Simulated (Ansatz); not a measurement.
Cd2S in Ansatz: the effect of functional

Crystal: Cd2S.

```
Cd S
1.0
     3.98891    0.00000    0.00000
    -1.99446    3.45450    0.00000
     0.00000    0.00000    5.84766
Cd S
2 1
Direct
  0.33333 0.66667 0.93272
  0.66667 0.33333 0.57873
  0.33333 0.66667 0.36571
```

The cell comes from a database or a generator and needn't be the stable form of this composition.

The cell isn't the ideal one: volume scaled by 1.02.

Alike in all runs:

```yaml
Program: Ansatz 0.2.0
Task: single point
Potentials_or_basis: Ansatz PAW
k_mesh: 8 × 8 × 5
Occupations: fermi-dirac, width 0.05 eV
Spin: no spin polarisation
```

| functional | cutoff | gap on the mesh (eV) | pressure (GPa) | largest force (eV/Å) |
| --- | --- | --- | --- | --- |
| LDA | 420 eV (not typed: the program's choice for these potentials) | 0.26 | -5.5 | 0.24 |
| PBEsol | 420 eV (not typed: the program's choice for these potentials) | 0.24 | -3.7 | 0.21 |
| r2SCAN | 500 eV (not typed: the program's choice for these potentials) | ? | ? | ? |

Problem. What does the run with functional r2SCAN give?

Solution. gap on the mesh 0.30 eV; pressure -2.5 GPa; largest force 0.11 eV/Å.

Caveats: odd divisions of the mesh miss points on the zone boundary, where band edges often lie, so the gap on the mesh can be too wide; the PAW data sets come from PBE, with cores solved anew for the run's functional, which leaves a small shift of forces and pressure.

A k mesh can miss the band edges.
